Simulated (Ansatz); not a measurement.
**La3Hf in Ansatz: convergence with scf exx energy threshold**

Input of the first run (scf exx energy threshold 0.01); the others differ in this setting and in those tied to it:

input.yaml

```yaml
crystal:
  lattice:
    - [5.045132, 0.0, 0.0]
    - [0.0, 5.045132, 0.0]
    - [0.0, 0.0, 5.045132]
  atoms:
    - { symbol: Hf, position: [0.0, 0.0, 0.0] }
    - { symbol: La, position: [0.5, 0.5, 0.0] }
    - { symbol: La, position: [0.5, 0.0, 0.5] }
    - { symbol: La, position: [0.0, 0.5, 0.5] }
hamiltonian:
  xc: pbe0
  pseudopotentials: { kind: paw, source: jth }
kpoints:
  mp_grid: { grid: [3, 3, 3] }
scf:
  occupations: { method: fermi_dirac, width: 0.05 }
  exx: { energy_threshold: 0.01 }
output:
  forces: true
  stress: true
  eigenvalues: true
```

Potentials or basis: JTH PAW.

The run is started by

```sh
$ ansatz run input.yaml --threads 2 --pin off --max-ram 5632MiB --backend cpu --events-out ev --progress --plain --runs-dir out
```

The cell comes from a database or a generator and needn't be the stable form of this composition.

Hardware: 2 threads of Arm Neoverse V1 (shared host).

```csv
scf exx energy threshold,"energy less the tightest run, at zero smearing (meV/atom)",SCF cycles,CPU time (s),peak memory (GiB)
0.01,0.00,38,440,3.2
0.001,0.00,38,430,3.2
0.0001,0.00,38,410,3.2
1e-05,0.00,39,410,3.2
1e-06,0.00,41,470,3.2
1e-07,0.00,44,480,3.2
```

Against the tightest run, the energy stays within 1 meV/atom from 0.01 on. The tightest run that finished is the yardstick and may itself not be fully converged.

Caveat, for the tightest run too: the k mesh is coarse (spacing up to 0.42 Å⁻¹), so the values aren't converged, least of all with exact exchange; the magnetic or orbital state may not be the lowest. Spin-orbit coupling is left out, which matters for the levels of Hf, La.
